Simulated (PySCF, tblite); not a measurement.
**C6H15GeN: geometry, infrared bands and NMR shifts**

Aim: predict the infrared bands and NMR shifts of C6H15GeN (`NC[C@@H]1CC[CH2][GeH2][CH2]1`).

The runs use tblite 0.8.0 and PySCF 2.14.0, with density-fitted response routines of our own; the level of theory stands in each step. All values are computed, except where a source is named. Atoms are numbered from 0 throughout.

### Step 1. Starting geometry

23 atoms, charge 0, multiplicity 1; geometry from: force field or distance geometry start.

Bonds of the start (Å): N0–C1 1.46, C1–C2 1.53, C2–C3 1.48, C3–C4 1.49, C4–C5 1.50, C5–Ge6 1.95, Ge6–C7 1.94, C7–C2 1.50, N0–H8 1.06, N0–H9 1.05, C1–H10 1.11, C1–H11 1.10, C2–H12 1.10, C3–H13 1.13, C3–H14 1.13, C4–H15 1.12, C4–H16 1.12, C5–H17 1.11, C5–H18 1.10, Ge6–H19 1.56, Ge6–H20 1.55, C7–H21 1.12, C7–H22 1.10.

### Step 2. Geometry optimisation with GFN2-xTB

Job settings and geometry (Å):

```
{"job": {"kind": "relax", "xc": "GFN2-xTB", "basis": "xTB"}, "charge": 0, "multiplicity": 1}
N     -2.270700     0.667100     0.479700
C     -2.074300    -0.444000    -0.442100
C     -0.559100    -0.550200    -0.633500
C      0.005000    -0.782400     0.717800
C      1.457900    -1.099300     0.794300
C      2.377400    -0.028100     0.299100
Ge     1.289500     1.497400    -0.228700
C     -0.137600     0.724500    -1.299300
H     -2.391300     0.239200     1.437200
H     -3.135800     1.214000     0.240600
H     -2.488700    -1.389000    -0.019900
H     -2.552400    -0.144500    -1.390400
H     -0.367400    -1.401300    -1.297800
H     -0.520300    -1.698800     1.106100
H     -0.319400     0.034600     1.430000
H      1.712000    -2.092800     0.342600
H      1.709800    -1.223400     1.881400
H      3.140700     0.266200     1.042700
H      2.880800    -0.382100    -0.611100
H      2.139400     2.472800    -1.099100
H      0.729200     2.220300     1.022700
H      0.328100     0.485200    -2.295000
H     -0.957500     1.441400    -1.467100
```

The run is started by

```sh
OMP_NUM_THREADS=1 python probes_run.py task.json out
```

This one command runs all jobs of the session in turn.

Standard output:

```text
step      E/eV     max force
  0    -688.19663    2.509
  1    -688.52436    0.876
  2    -688.60011    0.568
  3    -688.65845    0.471
  4    -688.69092    0.396
  5    -688.71254    0.343
  6    -688.72556    0.227
  7    -688.73632    0.202
  8    -688.74701    0.249
  9    -688.75662    0.260
 10    -688.76426    0.172
 11    -688.76996    0.180
 12    -688.77446    0.161
 13    -688.77847    0.154
 14    -688.78206    0.130
 15    -688.78527    0.106
 16    -688.78845    0.120
 17    -688.79180    0.149
 18    -688.79515    0.151
 19    -688.79838    0.115
 20    -688.80183    0.132
 21    -688.80603    0.156
 22    -688.81097    0.194
 23    -688.81584    0.189
 24    -688.81958    0.124
 25    -688.82206    0.092
 26    -688.82406    0.108
 27    -688.82611    0.097
 28    -688.82820    0.106
 29    -688.83024    0.101
 30    -688.83221    0.096
 31    -688.83395    0.093
 32    -688.83552    0.083
 33    -688.83736    0.105
 34    -688.83962    0.103
 35    -688.84140    0.200
 36    -688.84350    0.094
 37    -688.84494    0.078
 38    -688.84656    0.081
 39    -688.84804    0.088
 40    -688.85007    0.105
 41    -688.85148    0.078
 42    -688.85273    0.066
 43    -688.85397    0.097
 44    -688.85561    0.105
 45    -688.85742    0.093
 46    -688.85880    0.068
 47    -688.86012    0.076
 48    -688.86157    0.082
 49    -688.86289    0.091
 50    -688.86404    0.067
 51    -688.86486    0.059
 52    -688.86566    0.057
 53    -688.86643    0.066
 54    -688.86739    0.071
 55    -688.86846    0.083
 56    -688.86967    0.072
 57    -688.87099    0.073
 58    -688.87243    0.077
 59    -688.87408    0.086
 60    -688.87583    0.096
 61    -688.87705    0.157
 62    -688.87864    0.109
 63    -688.87986    0.083
 64    -688.88145    0.054
 65    -688.88219    0.062
 66    -688.88349    0.089
 67    -688.88469    0.080
 68    -688.88625    0.094
 69    -688.88789    0.092
 70    -688.88945    0.087
 71    -688.89093    0.176
 72    -688.89276    0.104
 73    -688.89556    0.127
 74    -688.89888    0.131
 75    -688.90164    0.186
 76    -688.90588    0.185
 77    -688.90960    0.223
 78    -688.91154    0.253
 79    -688.91626    0.172
 80    -688.91945    0.134
 81    -688.92331    0.108
 82    -688.92965    0.174
 83    -688.93340    0.145
 84    -688.93819    0.185
 85    -688.94390    0.171
 86    -688.94876    0.197
 87    -688.95565    0.183
 88    -688.96060    0.229
 89    -688.96538    0.161
 90    -688.97005    0.153
 91    -688.97607    0.149
 92    -688.97884    0.267
 93    -688.98282    0.173
 94    -688.98693    0.235
 95    -688.99116    0.188
 96    -688.99672    0.164
 97    -689.00397    0.172
 98    -689.00919    0.165
 99    -689.01609    0.165
100    -689.02034    0.147
101    -689.02426    0.124
102    -689.02489    0.289
103    -689.03042    0.148
104    -689.03349    0.119
105    -689.03762    0.105
106    -689.04175    0.119
107    -689.04539    0.129
108    -689.04979    0.166
109    -689.05401    0.167
110    -689.05836    0.154
111    -689.06273    0.163
112    -689.06674    0.169
113    -689.07051    0.130
114    -689.07463    0.149
115    -689.07862    0.133
116    -689.08238    0.088
117    -689.08432    0.087
118    -689.08739    0.093
119    -689.08967    0.093
120    -689.09124    0.090
121    -689.09278    0.080
122    -689.09440    0.068
123    -689.09608    0.071
124    -689.09751    0.090
125    -689.09897    0.076
126    -689.10019    0.073
127    -689.10106    0.058
128    -689.10160    0.047
129    -689.10210    0.053
130    -689.10263    0.054
131    -689.10319    0.040
132    -689.10358    0.037
133    -689.10390    0.038
134    -689.10420    0.040
135    -689.10452    0.041
136    -689.10488    0.045
137    -689.10534    0.048
138    -689.10591    0.048
139    -689.10651    0.046
140    -689.10699    0.038
141    -689.10735    0.042
142    -689.10767    0.041
143    -689.10805    0.043
144    -689.10846    0.038
145    -689.10887    0.048
146    -689.10929    0.051
147    -689.10972    0.048
148    -689.11013    0.050
149    -689.11048    0.046
150    -689.11082    0.041
151    -689.11116    0.049
152    -689.11149    0.046
153    -689.11171    0.026
154    -689.11182    0.020
155    -689.11188    0.023
156    -689.11193    0.019
157    -689.11196    0.013
158    -689.11199    0.012
159    -689.11202    0.014
160    -689.11205    0.014
161    -689.11207    0.009
```

Run time: 1.2 s. Hardware: 1 thread of Arm Neoverse V2, shared host.

The steps of the relaxation: (not every step is listed)

| step | energy from step 0 (eV) | largest force (eV/Å) |
| --- | --- | --- |
| 0 | 0.0000 | 2.5089 |
| 1 | -0.3277 | 0.8763 |
| 2 | -0.4035 | 0.5682 |
| 3 | -0.4618 | 0.4707 |
| 4 | -0.4943 | 0.3960 |
| 5 | -0.5159 | 0.3431 |
| 6 | -0.5289 | 0.2269 |
| 7 | -0.5397 | 0.2024 |
| 8 | -0.5504 | 0.2489 |
| 22 | -0.6143 | 0.1937 |
| 36 | -0.6469 | 0.0941 |
| 50 | -0.6674 | 0.0674 |
| 64 | -0.6848 | 0.0537 |
| 78 | -0.7149 | 0.2533 |
| 92 | -0.7822 | 0.2666 |
| 106 | -0.8451 | 0.1190 |
| 120 | -0.8946 | 0.0903 |
| 134 | -0.9076 | 0.0399 |
| 148 | -0.9135 | 0.0496 |
| 156 | -0.9153 | 0.0186 |
| 157 | -0.9153 | 0.0126 |
| 158 | -0.9154 | 0.0124 |
| 159 | -0.9154 | 0.0144 |
| 160 | -0.9154 | 0.0144 |
| 161 | -0.9154 | 0.0093 |

Distances of close pairs at the start and the end, largest changes first:

| bond | before (Å) | after (Å) | change (Å) |
| --- | --- | --- | --- |
| Ge6–H19 | 1.559 | 1.508 | -0.051 |
| C2–C3 | 1.483 | 1.533 | +0.050 |
| Ge6–H20 | 1.550 | 1.508 | -0.042 |
| N0–H8 | 1.056 | 1.015 | -0.041 |
| C3–C4 | 1.489 | 1.528 | +0.039 |
| C3–H14 | 1.131 | 1.092 | -0.039 |
| N0–H9 | 1.051 | 1.014 | -0.037 |
| C7–H21 | 1.125 | 1.091 | -0.034 |

The final coordinates are the input of the step that follows.

### Step 3. Infrared spectrum with GFN2-xTB

Job settings and geometry (Å):

```
{"job": {"kind": "ir", "xc": "GFN2-xTB", "basis": "xTB"}, "charge": 0, "multiplicity": 1}
N     -2.752592     0.367256     0.445455
C     -2.129110    -0.476399    -0.562805
C     -0.599719    -0.328251    -0.546199
C     -0.012361    -0.842428     0.773050
C      1.492993    -1.101479     0.719198
C      2.312436     0.185744     0.713248
Ge     1.746200     1.302961    -0.813329
C     -0.215647     1.125098    -0.817293
H     -2.526162     0.026525     1.373938
H     -3.761487     0.340652     0.348122
H     -2.383738    -1.545763    -0.448116
H     -2.504599    -0.149285    -1.537175
H     -0.211413    -0.957688    -1.357367
H     -0.511428    -1.781781     1.029513
H     -0.218204    -0.121111     1.567162
H      1.722171    -1.685327    -0.177086
H      1.778334    -1.708023     1.584654
H      2.137990     0.730132     1.643512
H      3.376031    -0.052812     0.678433
H      2.336375     0.770832    -2.095541
H      2.220842     2.729542    -0.700279
H     -0.645138     1.444399    -1.767721
H     -0.656525     1.754192    -0.043294
```

Standard output:

```text
mode    cm-1     km/mol
  1      90.1      1.37
  2      99.5      1.80
  3     122.4      0.39
  4     207.3      8.61
  5     221.9      6.05
  6     254.3     34.93
  7     307.4      7.20
  8     329.6      9.56
  9     351.9      3.95
 10     401.2     33.85
 11     466.7     20.31
 12     537.2      1.64
 13     559.1      9.17
 14     602.8     31.17
 15     626.0    104.48
 16     693.2     93.93
 17     772.7    103.16
 18     776.8     86.12
 19     843.6    184.44
 20     852.2     26.39
 21     889.9     65.35
 22     904.7      3.26
 23     952.0     20.19
 24     980.6      9.17
 25     994.8     57.62
 26    1008.8      9.24
 27    1057.3      2.33
 28    1082.3      2.60
 29    1120.1      5.18
 30    1135.9      7.25
 31    1143.9      2.17
 32    1183.0      4.77
 33    1197.8     25.20
 34    1217.8      6.59
 35    1249.6      1.58
 36    1272.1     10.98
 37    1282.7      0.10
 38    1302.7      0.95
 39    1343.6      6.35
 40    1353.1      4.94
 41    1360.1      5.83
 42    1370.6     16.24
 43    1459.6      1.44
 44    1462.6      1.10
 45    1485.2      0.53
 46    1491.7      1.81
 47    1498.1      0.72
 48    1567.6     35.70
 49    1921.3    341.96
 50    1987.5    555.64
 51    2797.4    121.50
 52    2895.9     48.00
 53    2932.4     51.11
 54    2946.4     30.33
 55    2950.9     29.91
 56    2953.6     34.69
 57    2957.1     99.07
 58    2963.6     47.23
 59    2972.0     73.05
 60    2973.0     57.13
 61    2980.3     40.89
 62    3392.0     10.36
 63    3420.6     11.04
```

Run time: 0.86 s. Hardware: 1 thread of Arm Neoverse V2, shared host.

Which atoms move in the most intense modes:

| cm⁻¹ | km/mol | atoms |
| --- | --- | --- |
| 626 | 104.5 | H20 53 %, C5 11 % |
| 693 | 93.9 | C7 44 %, H20 12 % |
| 773 | 103.2 | H19 21 %, H18 14 %, C7 12 %, C5 11 % |
| 844 | 184.4 | H19 44 %, H20 39 % |
| 1921 | 342.0 | H20 50 %, H19 49 % |
| 1988 | 555.6 | H19 50 %, H20 48 % |
| 2797 | 121.5 | H10 93 % |
| 2957 | 99.1 | H15 38 %, H13 19 %, H17 19 %, H16 14 % |

### Step 4. Nuclear shieldings: PBE0/pcSseg-1

Same as in step 3 but for these lines:

```diff
@@ -1,2 +1,2 @@
-{"job": {"kind": "ir", "xc": "GFN2-xTB", "basis": "xTB"}, "charge": 0, "multiplicity": 1}
+{"job": {"kind": "nmr", "xc": "PBE0", "basis": "pcSseg-1"}, "charge": 0, "multiplicity": 1}
 N     -2.752592     0.367256     0.445455
```

With the program's defaults for keys left out, this is: GIAO PBE0/pcSseg-1 NMR shielding, non-relativistic, gas phase.

Standard output:

```text
coarse grid: 80696 points
cycle   1  E = -2368.4450921957  dE =  1.074e-01  |g| = 9.702e-01  |ddm| = 4.248e+00
cycle   2  E = -2368.3862344933  dE =  5.886e-02  |g| = 1.059e+00  |ddm| = 1.292e+00
cycle   3  E = -2368.5468457126  dE = -1.606e-01  |g| = 1.134e-01  |ddm| = 8.390e-01
cycle   4  E = -2368.5496179575  dE = -2.772e-03  |g| = 3.989e-02  |ddm| = 1.349e-01
cycle   5  E = -2368.5499161895  dE = -2.982e-04  |g| = 6.663e-03  |ddm| = 3.812e-02
cycle   6  E = -2368.5499248041  dE = -8.615e-06  |g| = 1.275e-03  |ddm| = 8.120e-03
final grid: 171864 points
cycle   7  E = -2368.5499859443  dE = -1.062e-07  |g| = 1.410e-03  |ddm| = 4.630e-03
cycle   8  E = -2368.5499856459  dE =  2.984e-07  |g| = 1.814e-03  |ddm| = 3.449e-03
cycle   9  E = -2368.5499864493  dE = -8.034e-07  |g| = 1.290e-04  |ddm| = 1.831e-03
cycle  10  E = -2368.5499864533  dE = -4.031e-09  |g| = 1.857e-05  |ddm| = 1.600e-04
cycle  11  E = -2368.5499864534  dE = -6.639e-11  |g| = 6.478e-06  |ddm| = 2.255e-05
converged SCF energy = -2368.5499864534

GIAO shielding tensors (ppm)
atom      isotropic    diamagn.    paramagn.     s11        s22        s33       span
  0 N      238.867     313.243     -74.376    205.579    245.522    265.500     59.920
  1 C      129.682     244.900    -115.217    121.306    124.997    142.745     21.439
  2 C      143.702     246.522    -102.820    130.594    143.574    156.938     26.345
  3 C      150.344     249.076     -98.732    141.384    154.590    155.057     13.673
  4 C      155.767     246.232     -90.465    149.551    153.086    164.664     15.112
  5 C      173.920     249.002     -75.083    159.377    176.660    185.721     26.344
  6 Ge    1489.247    2753.604   -1264.357   1435.504   1465.032   1567.204    131.700
  7 C      171.557     248.843     -77.286    152.909    171.427    190.335     37.426
  8 H       31.568      31.636      -0.068     23.141     32.083     39.479     16.338
  9 H       31.116      28.384       2.732     23.331     27.388     42.629     19.298
 10 H       28.412      30.817      -2.406     23.078     28.060     34.097     11.019
 11 H       29.103      30.476      -1.373     24.609     28.365     34.335      9.726
 12 H       30.298      33.529      -3.232     26.520     30.132     34.241      7.721
 13 H       30.235      32.862      -2.628     24.125     30.229     36.350     12.225
 14 H       30.724      33.212      -2.487     26.769     31.221     34.184      7.415
 15 H       30.241      31.339      -1.098     26.907     28.361     35.455      8.548
 16 H       29.420      29.634      -0.214     23.101     27.944     37.216     14.115
 17 H       30.907      30.205       0.703     26.753     28.336     37.634     10.881
 18 H       30.585      28.767       1.819     25.110     27.687     38.959     13.849
 19 H       27.899      29.281      -1.383     21.961     22.232     39.502     17.541
 20 H       27.774      28.501      -0.727     21.450     21.613     40.259     18.809
 21 H       30.958      31.139      -0.181     24.663     29.544     38.666     14.003
 22 H       29.511      30.588      -1.077     23.845     29.707     34.980     11.135
```

It took 67 s on 1 thread of Arm Neoverse V2, shared host; peak memory 1 GiB.

The references, computed at this level on geometries of the same kind, shield at (ppm): ¹H TMS 31.72, ¹³C TMS 186.9, ¹⁵N NH3 267.7, ⁷³Ge GeMe4 1331. Their shielding less the atom's gives the shift. The references are single molecules in the gas phase, so shifts against H2O, NH3, PH3, H3PO4 or CFCl3 are not on the usual liquid scales and can be off by tens of ppm. Atoms listed in one row are averaged.

| atoms | environment | σ (ppm) | δ (ppm) |
| --- | --- | --- | --- |
| C1 | sp3 CH2 bonded to N | 129.7 | 57.2 |
| C2 | sp3 CH in a ring | 143.7 | 43.2 |
| C3 | sp3 CH2 in a ring | 150.3 | 36.6 |
| C4 | sp3 CH2 in a ring | 155.8 | 31.2 |
| C7 | sp3 CH2 bonded to Ge | 171.6 | 15.4 |
| C5 | sp3 CH2 bonded to Ge | 173.9 | 13.0 |
| H20 | hydrogen on a germanium bonded to 2 C, in a 6-membered ring | 27.77 | 3.94 |
| H19 | hydrogen on a germanium bonded to 2 C, in a 6-membered ring | 27.90 | 3.82 |
| H10 | hydrogen on an sp3 CH2 bonded to N | 28.41 | 3.31 |
| H11 | hydrogen on an sp3 CH2 bonded to N | 29.10 | 2.61 |
| H16 | hydrogen on an sp3 CH2 in a ring | 29.42 | 2.30 |
| H22 | hydrogen on an sp3 CH2 bonded to Ge | 29.51 | 2.21 |
| H13 | hydrogen on an sp3 CH2 in a ring | 30.23 | 1.48 |
| H15 | hydrogen on an sp3 CH2 in a ring | 30.24 | 1.48 |
| H12 | hydrogen on an sp3 CH in a ring | 30.30 | 1.42 |
| H18 | hydrogen on an sp3 CH2 bonded to Ge | 30.59 | 1.13 |
| H14 | hydrogen on an sp3 CH2 in a ring | 30.72 | 0.99 |
| H17 | hydrogen on an sp3 CH2 bonded to Ge | 30.91 | 0.81 |
| H21 | hydrogen on an sp3 CH2 bonded to Ge | 30.96 | 0.76 |
| H8, H9 | hydrogen on an amine nitrogen | 31.34 | 0.38 |
| N0 | amine nitrogen | 238.9 | 28.9 |
| Ge6 | germanium bonded to 2 C, 2 H, in a 6-membered ring | 1489 | -158 |

Charges from the same density, by scheme (e):

| atoms | Mulliken | IAO | Hirshfeld | ESP fit |
| --- | --- | --- | --- | --- |
| N0 | -0.45 | -0.58 | -0.23 | -0.88 |
| C1 | -0.01 | -0.14 | -0.03 | 0.01 |
| C2 | -0.35 | -0.10 | -0.03 | 0.11 |
| C3 | -0.18 | -0.26 | -0.07 | -0.18 |
| C4 | -0.20 | -0.24 | -0.07 | -0.06 |
| C5 | -0.46 | -0.50 | -0.15 | -0.20 |
| Ge6 | 0.43 | 0.61 | 0.33 | 0.29 |
| C7 | -0.39 | -0.50 | -0.16 | -0.24 |

Mayer bond orders: N0–C1 1.03, C1–C2 1.05, C2–C3 0.98, C3–C4 1.05, C4–C5 1.02, C5–Ge6 0.95, Ge6–C7 0.95, C7–C2 0.97.

Ring of atoms C2, C3, C4, C5, Ge6, C7: NICS(0) -2.5, NICS(1) -2.1, NICS(1)zz 5.0 ppm (means of both faces).

Orbitals, density, ELF and potential are computed afterwards from the orbital file.

Frontier orbitals at PBE0/pcSseg-1, with the share of their density that lies nearest to each atom:

| orbital | energy (eV) | lies on |
| --- | --- | --- |
| HOMO | -6.75 | N0 60 %; H10 11 %; H8, H9 about 7 % each |
| LUMO | 1.29 | H9, H13 about 11 % each; H8, H10 about 9 % each; 4 H atoms about 6 % each |

ELF in a plane through or near 7 of the atoms.

Ten even steps from ' ' (0.00) to '@' (1.00):
```
                                                        
                                                        
                                                        
                --%%@@**      ..                        
              ..@@@@@@@@    **@@%%::                    
                %%@@@@@@..::@@@@@@==                    
          ....  ::##%%****++@@@@@@..                    
        ==%%%%----**::..@@::::%%--                      
        @@@@@@@@**%%%%++%%----##....----..              
        ##@@@@%%==++**....++%%##****==##++..::..        
        ..++****##%%**..  --**==##**==##++::--::        
              ----..::::****%%%%--::----..              
              ::..##----@@--**==::    ..                
              --..++**::%%****%%**                      
            ..--++--::----++@@@@@@--                    
            ..--====::..  --%%@@@@--                    
              ..::..        ::==::                      
                                                        
                                                        
                                                        
```
The map spans 12.6 Å across and 10.1 Å up, centred on the molecule. Atoms in the plane (x, y in Å): C3 (0.0, 1.1), C4 (-1.4, 1.4), Ge6 (-1.8, -1.5), C7 (0.2, -1.4), H13 (0.6, 2.0), H16 (-1.7, 2.4), H18 (-3.4, 0.6).

log10 of the density (e/Å³) in the same plane.

Values, 10 rows by 14 columns:
```
-4.0 -4.0 -4.0 -4.0 -4.0 -4.0 -4.0 -4.0 -4.0 -4.0 -4.0 -4.0 -4.0 -4.0
-4.0 -4.0 -4.0 -4.0 -3.0 -2.7 -3.1 -3.4 -3.5 -4.0 -4.0 -4.0 -4.0 -4.0
-4.0 -4.0 -4.0 -3.0 -1.3 -0.4 -1.4 -1.2 -1.5 -2.7 -3.5 -4.0 -4.0 -4.0
-4.0 -4.0 -2.6 -1.7 -0.8  0.2 -0.2  0.1 -0.6 -1.8 -2.1 -3.0 -4.0 -4.0
-4.0 -3.5 -1.6 -0.1  0.0  0.2  0.0  0.3 -0.6 -0.6 -0.8 -1.8 -3.1 -4.0
-4.0 -3.7 -2.0 -0.9 -0.1 -0.3 -0.9  0.0 -0.1  0.2 -0.2 -1.2 -2.5 -4.0
-4.0 -4.0 -2.7 -1.6  0.0  2.0  0.0  1.3 -0.7 -1.2 -1.3 -2.3 -3.4 -4.0
-4.0 -4.0 -2.8 -1.7 -0.6 -0.5 -0.8 -0.2 -0.8 -2.1 -2.7 -3.6 -4.0 -4.0
-4.0 -4.0 -3.4 -2.4 -1.7 -1.8 -2.1 -1.9 -2.1 -3.1 -4.0 -4.0 -4.0 -4.0
-4.0 -4.0 -4.0 -3.6 -3.1 -3.1 -3.6 -3.7 -3.9 -4.0 -4.0 -4.0 -4.0 -4.0
```
The map spans 12.6 Å across and 10.1 Å up, centred on the molecule. Atoms in the plane (x, y in Å): C3 (0.0, 1.1), C4 (-1.4, 1.4), Ge6 (-1.8, -1.5), C7 (0.2, -1.4), H13 (0.6, 2.0), H16 (-1.7, 2.4), H18 (-3.4, 0.6).

On the surface of density 0.002 e/bohr³ the electrostatic potential runs, from the 1st to the 99th percentile, from -1.48 V near N0 to 1.25 V near H9.

### Step 5. Outcome

| quantity | value |
| --- | --- |
| strongest single infrared mode (GFN2-xTB) | 1988 cm⁻¹, 556 km/mol |
| zero-point energy (GFN2-xTB) | 123.7 kcal/mol |
| ¹³C shifts against TMS (PBE0/pcSseg-1) | 57.2, 43.2, 36.6, 31.2, 15.4, 13.0 ppm |
| ¹H shifts against TMS (PBE0/pcSseg-1, means over atoms taken as alike) | 3.94, 3.82, 3.31, 2.61, 2.30, 2.21, 1.48, 1.48, 1.42, 1.13, 0.99, 0.81, 0.76, 0.38 ppm |
| ¹⁵N shifts against NH3 (PBE0/pcSseg-1) | 28.9 ppm |
| ⁷³Ge shifts against GeMe4 (PBE0/pcSseg-1) | -158 ppm |
| surface potential, 1st and 99th percentile | -1.48 V and 1.25 V |

**Reading.** Relaxing lowered the energy by 0.915 eV in 161 steps; the close pair that moved most is Ge6–H19, from 1.559 to 1.508 Å. No mode is imaginary among the 63: a minimum at this level. The strongest single mode, at 1988 cm⁻¹, moves mainly H19 and H20. Unscaled tight-binding wavenumbers are off by several per cent, some by more. Its intensities can rank the bands wrongly. At PBE0/pcSseg-1: The widest tensor belongs to Ge6: span 132 ppm, with a paramagnetic part of -1264 ppm. Spin-orbit coupling is left out, which matters for shieldings and couplings at and beside the heavy atoms.
